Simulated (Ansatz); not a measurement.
Predict the output of the script below (Ansatz 0.2.0 through its Python package).

The script, `brclsi_states.py`:
```python
'''Does a wider search find a lower mean-field state of BrClSi?'''

import ansatz as az
from ase import Atoms
import numpy as np

config = {
    'basis_set': 'def2-SVP',
    'xc': 'pbe',
    'vdw': 'd4',
}


def main() -> None:
    atoms = Atoms(['Cl', 'Si', 'Br'], positions=[
        (0.7018, 1.48, 0.5362),
        (-0.7103, 0.266, -0.3569),
        (-0.0024, -1.8108, -0.1926),
    ])
    molecule = az.Crystal.molecule_from_ase(atoms)
    symbols = [site.symbol for site in molecule.cartesian_sites]

    start = np.array([site.position_ang for site in molecule.cartesian_sites])
    for factor in [1.0, 1.5]:
        xyz = (start - start.mean(axis=0)) * factor
        scaled = az.Crystal.molecule()
        for symbol, place in zip(symbols, xyz):
            scaled = scaled.atom(symbol, place.tolist())
        calc = scaled.calculation()
        calc = calc.basis(gaussian=config['basis_set'])
        calc = calc.functional(config['xc'], dispersion=config['vdw'])
        calc = calc.spin('collinear')
        for search in ('off', 'standard'):
            try:
                data = calc.scf(lower_state_search=search).run().report
            except az.AnsatzError as error:
                print(f'x{factor} search {search}: {type(error).__name__}')
                continue
            state = data['mean_field']['state']
            print(f'all distances x{factor}, search {search:8s} E = {data["free_energy_ev"]:.5f} eV  <S^2> = {abs(state["spin_squared"]):.3f}  other states met: {len(data["mean_field"]["others"])}')


if __name__ == '__main__':
    main()
```

Output of `python brclsi_states.py`:
```text
all distances x1.0, search off      E = -90413.71577 eV  <S^2> = 0.000  other states met: 0
all distances x1.0, search standard E = -90413.71577 eV  <S^2> = 0.000  other states met: 1
all distances x1.5, search off      E = -90409.32927 eV  <S^2> = 0.000  other states met: 0
all distances x1.5, search standard E = -90409.32927 eV  <S^2> = 0.000  other states met: 8
```

What to keep in mind:
- Total energies depend on the basis set; only differences at equal settings carry meaning.
- The count of other states can hold repeated and symmetry-equivalent ends of the search; scaling all distances is a test, and for more than two atoms no physical path.
- The geometry comes from a force field and isn't relaxed at this level.
- It ran for 25 s on 1 thread of Arm Neoverse V1 (shared host), peak memory 0.21 GiB.
